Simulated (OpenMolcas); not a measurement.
# S⁴⁺: RASSCF and RASPT2 terms and fine-structure levels

Aim: the low terms and levels of S⁴⁺, with their order and spacing, then second-order correlation under several settings.

The numbers are computed with OpenMolcas 26.06 (state-averaged RASSCF and RASPT2, spin-orbit coupling by RASSI with atomic mean-field integrals), except any that are marked as measured or tabulated.

### 1 Starting point

| Quantity | Value |
| --- | --- |
| Species | S⁴⁺ (sulfur, Z = 16, 12 electrons) |
| Basis | ANO-R2 [5s4p3d1f], 39 functions |
| Scalar Hamiltonian | X2C, finite nucleus |
| Inactive shells | 1s 2s 2p |
| Active space | 2 electrons in 9 orbitals (RAS2 3s 3p; RAS3 3d, at most 2 electrons) |
| Some configurations of this space | 3p², 3s 3p, 3s² |
| Orbitals | optimised for each spin and parity, averaged over the low roots |

The outer shells:

3p2
```
3p [↑ ][↑ ][  ]
```

3s 3p
```
3s [↑ ]
3p [↑ ][  ][  ]
```

3s2
```
3s [↑↓]
```

Each step is its own input file, run in one work folder so that later steps find the files of earlier ones. Labels, J, g values, rates, χT and fits are worked out afterwards by a script from the matrices that RASSI stores.

### 2 GATEWAY and SEWARD: basis and integrals

a.inp reads:

```
&GATEWAY
Coord
1

S 0.0 0.0 0.0
Basis=ANO-R2
Group=XYZ
NoMove
AngMom=0.0 0.0 0.0
AMFI
&SEWARD
```

On the command line:

```
OMP_NUM_THREADS=1 MOLCAS_MEM=1689 MOLCAS_PROJECT=a pymolcas a.inp > a.log
```

### 3 Start orbitals from a smaller active space

a.inp reads:

```
&RASSCF
FileOrb=start.orb
Symmetry=1
Spin=3
nActEl=2 0 0
Inactive=2 3
Ras2=1 3
CIRoot=3 3 1
SDav=3
CIMx=300
Iter=120 100
PrWF=0.3
OrbListing=Nothing
MaxOrb=0
Atom
>>> COPY $Project.JobIph JOBPRE
```

### 4 RASSCF: triplets of even parity, 3 roots

a.inp reads:

```
&RASSCF
FileOrb=start.orb
Symmetry=1
Spin=3
nActEl=2 0 2
Inactive=2 3
Ras2=1 3
Ras3=5 0
CIRoot=3 3 1
SDav=18
CIMx=300
Iter=120 100
PrWF=0.3
OrbListing=Nothing
MaxOrb=0
Thrs=2.0e-7 1.0e-1 5.0e-4
Atom
>>> COPY $Project.JobIph JOB001
```

### 5 RASSCF: singlets of even parity, 7 roots

a.inp reads:

```
&RASSCF
FileOrb=start.orb
Symmetry=1
Spin=1
nActEl=2 0 2
Inactive=2 3
Ras2=1 3
Ras3=5 0
CIRoot=7 7 1
SDav=27
CIMx=300
Iter=120 100
PrWF=0.3
OrbListing=Nothing
MaxOrb=0
Thrs=2.0e-7 1.0e-1 5.0e-4
Atom
>>> COPY $Project.JobIph JOB002
```

### 6 RASSCF: triplets of odd parity, 3 roots

a.inp reads:

```
&RASSCF
FileOrb=start.orb
Symmetry=2
Spin=3
nActEl=2 0 2
Inactive=2 3
Ras2=1 3
Ras3=5 0
CIRoot=3 3 1
SDav=18
CIMx=300
Iter=120 100
PrWF=0.3
OrbListing=Nothing
MaxOrb=0
Thrs=2.0e-7 1.0e-1 5.0e-4
Atom
>>> COPY $Project.JobIph JOB003
```

### 7 RASSCF: singlets of odd parity, 3 roots

a.inp, as its differences from that of step 6:

```diff
@@ -3,3 +3,3 @@
 Symmetry=2
-Spin=3
+Spin=1
 nActEl=2 0 2
@@ -17,2 +17,2 @@
 Atom
->>> COPY $Project.JobIph JOB003
+>>> COPY $Project.JobIph JOB004
```

### 8 RASSI: spin-orbit coupling between the states

a.inp reads:

```
&RASSI
NrOfJobIphs=4 3 7 3 3
1 2 3
1 2 3 4 5 6 7
1 2 3
1 2 3
IphNames
JOB001
JOB002
JOB003
JOB004
EJob
SpinOrbit
DIPRint=1.0
SOCoupling=1000.0
Subsets=2
MEES
Property=10
'ANGMOM' 1 'ANGMOM' 2 'ANGMOM' 3 'MLTPL  1' 1 'MLTPL  1' 2 'MLTPL  1' 3
'AMFI' 1 'AMFI' 2 'AMFI' 3 'MLTPL  2' 6
SOProperty=3
'ANGMOM' 1 'ANGMOM' 2 'ANGMOM' 3
```

### 9 CASPT2: IPEA 0.25, imaginary shift 0.1 (closed shells correlated: 2s 2p)

a.inp reads:

```
>>> COPY JOB001 $Project.JobIph
&CASPT2
Multistate=3 1 2 3
Frozen=1 0
IPEA=0.25
Imaginary=0.1
MaxIter=60
WThr=0.0 0.3 0.05
PrWF=0.5
NoMix
>>> COPY JOB002 $Project.JobIph
&CASPT2
Multistate=7 1 2 3 4 5 6 7
Frozen=1 0
IPEA=0.25
Imaginary=0.1
MaxIter=60
WThr=0.0 0.3 0.05
PrWF=0.5
NoMix
>>> COPY JOB003 $Project.JobIph
&CASPT2
Multistate=3 1 2 3
Frozen=1 0
IPEA=0.25
Imaginary=0.1
MaxIter=60
WThr=0.0 0.3 0.05
PrWF=0.5
NoMix
>>> COPY JOB004 $Project.JobIph
&CASPT2
Multistate=3 1 2 3
Frozen=1 0
IPEA=0.25
Imaginary=0.1
MaxIter=60
WThr=0.0 0.3 0.05
PrWF=0.5
NoMix
```

### 10 CASPT2: IPEA 0.5, imaginary shift 0.1 (closed shells correlated: 2s 2p)

a.inp, as its differences from that of step 9:

```diff
@@ -4,3 +4,3 @@
 Frozen=1 0
-IPEA=0.25
+IPEA=0.5
 Imaginary=0.1
@@ -14,3 +14,3 @@
 Frozen=1 0
-IPEA=0.25
+IPEA=0.5
 Imaginary=0.1
@@ -24,3 +24,3 @@
 Frozen=1 0
-IPEA=0.25
+IPEA=0.5
 Imaginary=0.1
@@ -34,3 +34,3 @@
 Frozen=1 0
-IPEA=0.25
+IPEA=0.5
 Imaginary=0.1
```

(Steps that only read results are left out.)

**Question.** What will these runs give? Wanted: lowest level; first excited level; strongest of the lines computed, by gA, at RASSCF energies.

**Answer**, as computed:

```
                                                  quantity                                                                        value
                                                    method  SS-RASPT2, IPEA 0.25, imaginary shift 0.1 (closed shells correlated: 2s 2p)
                                              lowest level                                                  3s² ¹S₀, 100 % of that term
                               ground level listed by NIST                                                                          1S0
                                       first excited level                                                     3s 3p ³P°₀ at 82900 cm⁻¹
strongest of the lines computed, by gA, at RASSCF energies                             3p² ³P₂ → 3s 3p ³P°₂, 84.56 nm, A = 3.47e+09 s⁻¹
```

What each method costs and misses:

| method | time of its own steps | time with the reference | mean absolute difference from the measured levels (cm-1) |
| --- | --- | --- | --- |
| A. RASSCF | 18 s | 18 s | 790 |
| B. SS-RASPT2, IPEA 0.25, imaginary shift 0.1, +2s 2p | 6.3 s | 24 s | 150 |
| C. SS-RASPT2, IPEA 0.5, imaginary shift 0.1, +2s 2p | 6.4 s | 24 s | 130 |

Times are of one thread on a shared host.

Method C lies closest to the measured levels (130 cm⁻¹ on average) and A farthest (790). Only the configurations of the active space and the roots asked for are present. Not all states of the active space went into the spin-orbit step. The levels of the extra active shells were not computed. Levels of other configurations are missing from the list.
